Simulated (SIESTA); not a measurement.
## WS4: single point with AM05

WS4, a slab with vacuum:

```xyz
5
Lattice="3.1835 0.0000 0.0000 -1.5918 2.7570 0.0000 0.0000 0.0000 45.7822" Properties=species:S:1:pos:R:3 pbc="T T T"
S     1.5918    0.9190    7.5000
S     1.5918    0.9190   21.3317
W     0.0000    1.8380   22.8911
S     1.5918    0.9190   24.4506
S     1.5918    0.9190   38.2822
```

```yaml
Program: SIESTA 5.4.2
Task: single point
Functional: AM05
Potentials_or_basis: PseudoDojo 0.4 standard (PBEsol files)
Basis: DZP (energy shift 0.003 Ry; two zetas on semicore shells)
Grid_cutoff: 800 Ry
Energy_shift: 0.003 Ry
k_mesh: 10 × 10 × 1
Occupations: fermi-dirac, width 0.05 eV
Spin: no spin polarisation
dipole_correction: yes
```

```
Largest force          : 0.227 eV/Å
Band gap on the k mesh : none (metal or under the smearing width)
```

Forces in eV/Å, atoms in the order of the input:
```
S    0.000  0.000  0.000
S    0.000  0.000 -0.227
W    0.000  0.000  0.000
S    0.000  0.000  0.227
S    0.000  0.000  0.000
```

Stress tensor (GPa, compression positive):
```
-2.91  0.00  0.00
 0.00 -2.91  0.00
 0.00  0.00  0.28
```

Levels at points of the mesh, in eV from the Fermi level:
```csv
k point,band 16,band 17,band 18,band 19,band 20,band 21,band 22,band 23
"(0.00, 0.00, 0.00)",-1.50,-0.05,1.71,1.71,1.71,1.71,2.93,2.93
"(0.50, 0.00, 0.00)",-1.33,-1.05,-0.05,-0.05,0.56,0.56,2.71,3.20
"(0.00, 0.50, 0.00)",-1.33,-1.05,-0.05,-0.05,0.56,0.56,2.71,3.20
"(0.50, 0.50, 0.00)",-1.33,-1.05,-0.05,-0.05,0.56,0.56,2.71,3.20
```

It took 2.8 min on 1 thread of Arm Neoverse V1 (shared host), peak memory 0.49 GiB.

Caveat: short orbitals over semicore shells can move pressures by several GPa; the potentials were made for another functional, which shifts forces and pressure; the basis of atomic orbitals isn't converged, which shifts pressures, moduli and gaps. The run has no spin-orbit coupling, so splittings on W are missing.
